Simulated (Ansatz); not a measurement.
# CrN: the cost of one run

Method: DFT LDA+U (U_eff = 2 eV on Cr d), plane waves, PAW, in Ansatz 0.2.0.

## Step 1: The system as given

It takes space group F-43m (No. 216, cubic). Conventional cell: a = 4.753 Å, b = 4.753 Å, c = 4.753 Å, α = 90.00°, β = 90.00°, γ = 90.00°. Around Cr (site symmetry -43m) lie 4 N at 2.06 Å. N (site symmetry -43m) is surrounded by 4 Cr at 2.06 Å.

As a file:

```
CELL_PARAMETERS angstrom
0.00000 2.37642 2.37642
4.75284 2.37642 2.37642
4.75284 4.75284 0.00000
ATOMIC_POSITIONS crystal
Cr 0.00000 0.00000 0.00000
N 0.25000 0.25000 0.00000
Cr 0.00000 0.00000 0.50000
N 0.25000 0.25000 0.50000
```

An earlier series on this cell reached its lowest free state from «ferromagnetic start, free, symmetry kept, no search», perhaps among other starts.

## Step 2: Total moment locked at zero, no site moments, 0.00 μB per cell

input.yaml reads:

```yaml
crystal:
  lattice:
    - [0.0, 2.37642005, 2.37642005]
    - [4.7528401, 2.37642005, 2.37642005]
    - [4.7528401, 4.7528401, 0.0]
  atoms:
    - { symbol: Cr, position: [0.0, 0.0, 0.0] }
    - { symbol: "N", position: [0.25, 0.25, 0.0] }
    - { symbol: Cr, position: [0.0, 0.0, 0.5] }
    - { symbol: "N", position: [0.25, 0.25, 0.5] }
basis:
  ecutwfc: 420
  ecutrho_ratio: 4
kpoints:
  mp_grid: { grid: [7, 7, 7] }
hamiltonian:
  xc: lda
  hubbard:
    sites: [{ site: 0, l: d, u_eff: 2.0 }, { site: 2, l: d, u_eff: 2.0 }]
scf:
  occupations: { method: gaussian, width: 0.05 }
  lower_state_search: "off"
  max_iter: 150
output:
  forces: true
  stress: true
  eigenvalues: true
  populations: true
  hubbard: { sites: [{ site: 0, l: d }, { site: 2, l: d }] }
magnetization:
  spin_polarized: true
  initial_magnetization: 0.0
  spin_locking: { lock_magnetization: hard }
```

The lock stays on to the end, so the result is a constrained state unless its moments die out.

Run with:

```
ansatz run input.yaml --threads 2 --pin off --max-ram 3072MiB --backend cpu --events-out ev --progress --plain --runs-dir out
```

Q: Estimate wall time and peak memory on 2 threads of Intel Xeon Platinum 8488C (Sapphire Rapids), shared host.

About 3.1 s, with a peak of 0.46 GiB.
